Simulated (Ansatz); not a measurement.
# NbAs: the cost of one run

Program: Ansatz 0.2.0. Level of theory: DFT PBE, scalar-relativistic, plane waves, PAW. These are calculated values, not measurements.

## Step 1: The structure to begin with

The structure is tetragonal, space group I4_1md (No. 109). The conventional cell has a = 3.452 Å, b = 3.452 Å, c = 11.680 Å, α = 90.00°, β = 90.00°, γ = 90.00°. Nb (site symmetry 2mm) is surrounded by 6 As at 2.60 to 2.63 Å. As (site symmetry 2mm) has 6 Nb at 2.60 to 2.63 Å as nearest neighbours.

Structure file:

```
Nb As
1.0
    -1.72585    1.72585    5.84000
     1.72585   -1.72585    5.84000
     1.72585    1.72585   -5.84000
Nb As
2 2
Direct
  0.00000 0.00000 0.00000
  0.75000 0.25000 0.50000
  0.41600 0.41600 0.00000
  0.16600 0.66600 0.50000
```

## Step 2: The listed cell

input.yaml

```yaml
crystal:
  lattice:
    - [-1.72585, 1.72585, 5.84]
    - [1.72585, -1.72585, 5.84]
    - [1.72585, 1.72585, -5.84]
  atoms:
    - { symbol: Nb, position: [0.0, 0.0, 0.0] }
    - { symbol: Nb, position: [0.75, 0.25, 0.5] }
    - { symbol: As, position: [0.416, 0.416, 0.0] }
    - { symbol: As, position: [0.166, 0.666, 0.5] }
basis:
  ecutwfc: 420
  ecutrho_ratio: 4
kpoints:
  mp_grid: { grid: [16, 16, 16] }
hamiltonian:
  xc: pbe
scf:
  occupations: { method: gaussian, width: 0.05 }
output:
  forces: true
  stress: true
  eigenvalues: true
relax:
  f_tol: 0.01
  max_steps: 40
  cell: { stress_tol: 0.1, fix: [volume] }
```

Run with:

```
$ ansatz run input.yaml --threads 4 --pin off --max-ram 10240MiB --backend cpu --events-out ev --progress --plain --runs-dir out
```

What time and memory should one allow on 4 threads of Intel Xeon 6975P-C (Granite Rapids), shared host?

About 45 s, with a peak of 0.92 GiB.
